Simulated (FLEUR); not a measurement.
# TaN (Fm-3m) in FLEUR: a series of runs

Runs on TaN. Level: PBEsol+U. Tasks: single point.

Everything below comes from runs of FLEUR MaX-R8.1 (later development tree). Logs are shortened: lines on timing, memory, paths and dates and some standing lists are left out, and cuts for length are marked.

**1. The crystal as given**

Symmetry: Fm-3m, No. 225, cubic system. Conventional cell: a = 4.358 Å, b = 4.358 Å, c = 4.358 Å, α = 90.00°, β = 90.00°, γ = 90.00°. Ta (site symmetry m-3m) has 6 N at 2.18 Å as nearest neighbours. N (site symmetry m-3m) has 6 Ta at 2.18 Å as nearest neighbours.

**2. Single point, PBEsol+U, collinear spin, ferromagnetic start**

File inp.xml:

```xml
<?xml version="1.0" encoding="UTF-8" standalone="no"?>
<fleurInput fleurInputVersion="0.39">
   <comment>
      TaN                                                                                                 
   </comment>
   <calculationSetup>
      <cutoffs Kmax="4.93" Gmax="15.3" GmaxXC="15.3" numbands="0"/>
      <scfLoop itmax="100" minDistance="0.001" maxIterBroyd="50" imix="Anderson" alpha="0.05" precondParam="0.0" spinf="2.0" sdNocoIR="T"/>
      <coreElectrons ctail="T" frcor="F" kcrel="0" coretail_lmax="0"/>
      <xcFunctional name="PBEs" relativisticCorrections="F"/>
      <magnetism jspins="2"/>
      <soc l_soc="F" theta="0.0" phi="0.0" spav="F"/>
      <expertModes spex="0" secvar="F"/>
      <geometryOptimization l_f="F" forcealpha="1.0" forcemix="BFGS" epsdisp="0.00001" epsforce="0.00001"/>
      <ldaU l_linMix="F" mixParam="0.05" spinf="1.0"/>
   </calculationSetup>
   <cell>
      <bzIntegration valenceElectrons="32.0" mode="gauss" fermiSmearingEnergy="0.00183747">
         <kPointListSelection listName="default-1"/>
         <!-- k-points included here -->
         <xi:include xmlns:xi="http://www.w3.org/2001/XInclude" href="kpts.xml"> </xi:include>
      </bzIntegration>
      <!-- symmetry operations included here -->
      <xi:include xmlns:xi="http://www.w3.org/2001/XInclude" href="sym.xml"> </xi:include>
      <bulkLattice scale="1.0">
         <bravaisMatrix>
            <row-1>    0.0000000000000000     4.1177157010446228     4.1177157010446228</row-1>
            <row-2>    4.1177157010446228     0.0000000000000000     4.1177157010446228</row-2>
            <row-3>    4.1177157010446228     4.1177157010446228     0.0000000000000000</row-3>
         </bravaisMatrix>
      </bulkLattice>
   </cell>
   <atomSpecies>
      <species name="Tantalum (2.001" element="Ta" atomicNumber="73">
         <mtSphere radius="2.36" gridPoints="781" logIncrement="0.017"/>
         <atomicCutoffs lmax="9" lnonsphr="9"/>
         <electronConfig flipSpins="F">
            <coreConfig>(1s1/2) (2s1/2) (2p1/2) (2p3/2) (3s1/2) (3p1/2) (3p3/2) (4s1/2) (3d3/2) (3d5/2) (4p1/2) (4p3/2) (4d3/2) (4d5/2)</coreConfig>
            <valenceConfig>(5s1/2) (5p1/2) (5p3/2) (6s1/2) (4f5/2) (4f7/2) (5d3/2) (5d5/2)</valenceConfig>
            <stateOccupation state="(5d3/2)" spinUp="0.7005" spinDown="0.4995"/>
            <stateOccupation state="(5d5/2)" spinUp="1.8" spinDown="0.0"/>
         </electronConfig>
         <energyParameters s="6" p="6" d="5" f="4"/>
         <ldaU l="2" U="3" J="0.7" l_amf="F"/>
         <lo type="SCLO" l="0" n="5" eDeriv="0"/>
         <lo type="SCLO" l="1" n="5" eDeriv="0"/>
         <lo type="SCLO" l="3" n="4" eDeriv="2"/>
      </species>
      <species name="Nitrogen (N)" element="N" atomicNumber="7">
         <mtSphere radius="1.46" gridPoints="483" logIncrement="0.022"/>
         <atomicCutoffs lmax="8" lnonsphr="8"/>
         <electronConfig flipSpins="F">
            <coreConfig>(1s1/2)</coreConfig>
            <valenceConfig>(2s1/2) (2p1/2) (2p3/2)</valenceConfig>
            <stateOccupation state="(2p1/2)" spinUp="0.500000" spinDown="0.500000"/>
            <stateOccupation state="(2p3/2)" spinUp="1.000000" spinDown="1.000000"/>
         </electronConfig>
         <energyParameters s="2" p="2" d="3" f="4"/>
         <lo type="SCLO" l="0" n="2" eDeriv="2"/>
         <lo type="SCLO" l="1" n="2" eDeriv="2"/>
         <lo type="SCLO" l="2" n="3" eDeriv="2"/>
      </species>
   </atomSpecies>
   <atomGroups>
      <atomGroup species="Tantalum (2.001">
         <relPos label="                   1">1.000/2.000 1.000/2.000 1.000/2.000</relPos>
         <force calculate="T" relaxXYZ="TTT"/>
      </atomGroup>
      <atomGroup species="Nitrogen (N)">
         <relPos label="                   2">.0000000000 .0000000000 .0000000000</relPos>
         <force calculate="T" relaxXYZ="TTT"/>
      </atomGroup>
   </atomGroups>
   <output dos="F" band="F" slice="F">
      <checks vchk="F" cdinf="F"/>
      <bandDOS minEnergy="-.5*Htr" maxEnergy="0.5*Htr" sigma="0.015" storeEVData="T"/>
      <vacuumDOS vacdos="F" integ="F" star="F" nstars="0" locx1="0.0" locy1="0.0" locx2="0.0" locy2="0.0" nstm="0" tworkf="0.0"/>
      <unfoldingBand unfoldBand="F" supercellX="1" supercellY="1" supercellZ="1"/>
      <plotting iplot="0" polar="F">
         <plot TwoD="T" vec1="  1.0  0.0  0.0" vec2="  0.0  1.0  0.0" vec3="  0.0  0.0  1.0" zero="  0.0  0.0  0.0" file="plot"/>
      </plotting>
      <chargeDensitySlicing numkpt="0" minEigenval="0.0" maxEigenval="0.0" nnne="0" pallst="F"/>
      <specialOutput eonly="F"/>
      <moessbauerParams electricFieldGradient="T" isomerShift="T" coreHyperfine="T" valenceHyperfine="T"/>
      <magneticCircularDichroism mcd="F" energyLo="-10.0" energyUp="0.0"/>
   </output>
  <!-- We include the file relax.xml here to enable relaxations (see documentation) -->
  <xi:include xmlns:xi="http://www.w3.org/2001/XInclude" href="relax.xml"> <xi:fallback/> </xi:include>
</fleurInput>
```

File crystal.txt:

```
TaN
&input cartesian=F /
0.0000000000  2.1790013100  2.1790013100
2.1790013100  0.0000000000  2.1790013100
2.1790013100  2.1790013100  0.0000000000
1.8897261246
1.0 1.0 1.0

2
73 0.5000000000  0.5000000000  0.5000000000 : 2.001
7 0.0000000000  0.0000000000  0.0000000000

&kpt div1=7 div2=7 div3=7 gamma=T /
```

Potentials or basis: all-electron, FLAPW.

Launch:

```sh
$ inpgen -f crystal.txt -profile fastHighL -nosym
$ # inp.xml edited to the form shown
$ fleur_MPI
```

Standard output:

```text
Welcome to FLEUR        (www.flapw.de)
      MaX-Release 8.1          (www.max-centre.eu)

 ========== k-point set info ==========
 Selected k-point list: default-1
 k-point list type: mesh
 7 x 7 x 7
 Number of k points: 343

 ------------Calculation Setup---------------------------
 Number of MPI-tasks      :            1
 Number of PE/node        :            1
 Number of OMP-threads    :            1
 Most efficient MPI parallelization for:
           1           7          49         343
 Additional eigenvalue parallelization possible
 Number of basis functions:          337
 Approximate size of matrices (H+S) per k-point:         0.003 GB
 --------------------------------------------------------
 Complex matrix made real
 Complex matrix made real
 Iteration:     1   Distance:      27.84454737 me/bohr^3
 Iteration:     2   Distance:      23.46968932 me/bohr^3
 Iteration:     3   Distance:      38.93497591 me/bohr^3
 Iteration:     4   Distance:      15.61358880 me/bohr^3
 Iteration:     5   Distance:       6.52210623 me/bohr^3
 Iteration:     6   Distance:       5.08663117 me/bohr^3
 Iteration:     7   Distance:       2.54301591 me/bohr^3
 Iteration:     8   Distance:       2.57434457 me/bohr^3
 Iteration:     9   Distance:       1.38227607 me/bohr^3
 Iteration:    10   Distance:       0.33749790 me/bohr^3
 Iteration:    11   Distance:       0.34212934 me/bohr^3
 Iteration:    12   Distance:       0.08821523 me/bohr^3
 Iteration:    13   Distance:       0.08365787 me/bohr^3
 Iteration:    14   Distance:       0.09293173 me/bohr^3
 Iteration:    15   Distance:       0.02891316 me/bohr^3
 Iteration:    16   Distance:       0.02267918 me/bohr^3
 Iteration:    17   Distance:       0.00703905 me/bohr^3
 Iteration:    18   Distance:       0.00826265 me/bohr^3
 Iteration:    19   Distance:       0.00339151 me/bohr^3
 Iteration:    20   Distance:       0.00124291 me/bohr^3
 Iteration:    21   Distance:       0.00122893 me/bohr^3
 Iteration:    22   Distance:       0.00010931 me/bohr^3

 ********************************************************************
 Run finished successfully
 Stop message:
   all done
 ********************************************************************
```

Wall time 14 min (1 thread of Arm Neoverse V2, shared host); peak memory 0.43 GiB.

Results:

| Property | Result |
| --- | --- |
| Free energy | -426566.8696 eV |
| Net moment | 0.00 μB per cell |
| Valence electrons inside the program's atomic spheres | Ta 24.51; N 3.57 (radii Ta 2.36, N 1.46 bohr) |

Eigenvalues of the final occupation matrices:
```csv
site,spin,trace,eigenvalues
atom type 1,1,1.04,0.17 0.17 0.23 0.23 0.23
atom type 1,2,1.04,0.17 0.17 0.23 0.23 0.23
```

Core levels (eV from the Fermi level):
| atom | levels |
| --- | --- |
| 1 Ta | 1s1/2 -67252.0, 2s1/2 -11545.0, 2p1/2 -11033.3, 2p3/2 -9763.7, 3s1/2 -2642.2, 3p1/2 -2414.9, 3p3/2 -2141.6, 4s1/2 -536.0, 3d3/2 -1758.0, 3d5/2 -1698.5, 4p1/2 -442.4, 4p3/2 -379.4, 4d3/2 -225.6, 4d5/2 -214.0 |
| 2 N | 1s1/2 -376.9 |

Caveat: with Gaussian smearing the program prints no entropy term, so the energy of a metal isn't a free energy; the magnetic or orbital state may not be the lowest. The state reached can hang on the start; a lower one may exist.

**3. Single point, PBEsol+U, collinear spin, ferromagnetic start**

inp.xml is that of step 2.

crystal.txt is that of step 2.

Potentials or basis: all-electron, FLAPW.

Launch:

```sh
$ inpgen -f crystal.txt -profile fastHighL -nosym
$ # inp.xml edited to the form shown
$ fleur_MPI
```

Run time: 15 min. Hardware: 1 thread of Arm Neoverse V2, shared host; peak memory 0.44 GiB.

Results (log left out):

```
Free energy                                           : -426566.8696 eV
Net moment                                            : 0.00 μB per cell
Valence electrons inside the program's atomic spheres : Ta 24.51; N 3.57 (radii Ta 2.36, N 1.46 bohr)
```

Levels at points of the mesh, in eV from the Fermi level:
Spin up:
```csv
k point,band 14,band 15,band 16,band 17,band 18,band 19
"(0.00, 0.00, 0.00)",-3.99,-3.99,-2.21,-2.21,-2.21,0.18
```
Spin down:
```csv
k point,band 14,band 15,band 16,band 17,band 18,band 19
"(0.00, 0.00, 0.00)",-3.99,-3.99,-2.21,-2.21,-2.21,0.18
```

Eigenvalues of the final occupation matrices:
| site | spin | trace | eigenvalues |
| --- | --- | --- | --- |
| atom type 1 | 1 | 1.04 | 0.17 0.17 0.23 0.23 0.23 |
| atom type 1 | 2 | 1.04 | 0.17 0.17 0.23 0.23 0.23 |

Core levels (eV from the Fermi level):
```csv
atom,levels
1 Ta,"1s1/2 -67252.0, 2s1/2 -11545.0, 2p1/2 -11033.3, 2p3/2 -9763.7, 3s1/2 -2642.2, 3p1/2 -2414.9, 3p3/2 -2141.6, 4s1/2 -536.0, 3d3/2 -1758.0, 3d5/2 -1698.5, 4p1/2 -442.4, 4p3/2 -379.4, 4d3/2 -225.6, 4d5/2 -214.0"
2 N,1s1/2 -376.9
```

Caveat: with Gaussian smearing the program prints no entropy term, so the energy of a metal isn't a free energy; the magnetic or orbital state may not be the lowest.

**4. Single point, PBEsol+U, collinear spin, ferromagnetic start**

inp.xml is that of step 3.

crystal.txt is that of step 3.

Launch:

```sh
$ inpgen -f crystal.txt -profile fastHighL -nosym
$ # inp.xml edited to the form shown
$ fleur_MPI
```

Wall time 14 min (1 thread of Arm Neoverse V2, shared host); peak memory 0.41 GiB.

Results (log left out):

* Free energy: -426566.8696 eV
* Net moment: 0.00 μB per cell
* Valence electrons inside the program's atomic spheres: Ta 24.51; N 3.57 (radii Ta 2.36, N 1.46 bohr)

Levels at points of the mesh, in eV from the Fermi level:
Spin up:
| k point | band 13 | band 14 | band 15 | band 16 | band 17 | band 18 | band 19 | band 20 |
| --- | --- | --- | --- | --- | --- | --- | --- | --- |
| (0.00, 0.00, 0.00) | -3.99 | -3.99 | -3.99 | -2.21 | -2.21 | -2.21 | 0.18 | 0.18 |
Spin down:
```csv
k point,band 14,band 15,band 16,band 17,band 18,band 19
"(0.00, 0.00, 0.00)",-3.99,-3.99,-2.21,-2.21,-2.21,0.18
```

Eigenvalues of the final occupation matrices:
```tsv
site	spin	trace	eigenvalues
atom type 1	1	1.04	0.17 0.17 0.23 0.23 0.23
atom type 1	2	1.04	0.17 0.17 0.23 0.23 0.23
```

Core levels (eV from the Fermi level):
```tsv
atom	levels
1 Ta	1s1/2 -67252.0, 2s1/2 -11545.0, 2p1/2 -11033.3, 2p3/2 -9763.7, 3s1/2 -2642.2, 3p1/2 -2414.9, 3p3/2 -2141.6, 4s1/2 -536.0, 3d3/2 -1758.0, 3d5/2 -1698.5, 4p1/2 -442.4, 4p3/2 -379.4, 4d3/2 -225.6, 4d5/2 -214.0
2 N	1s1/2 -376.9
```

Caveat: with Gaussian smearing the program prints no entropy term, so the energy of a metal isn't a free energy; the magnetic or orbital state may not be the lowest.
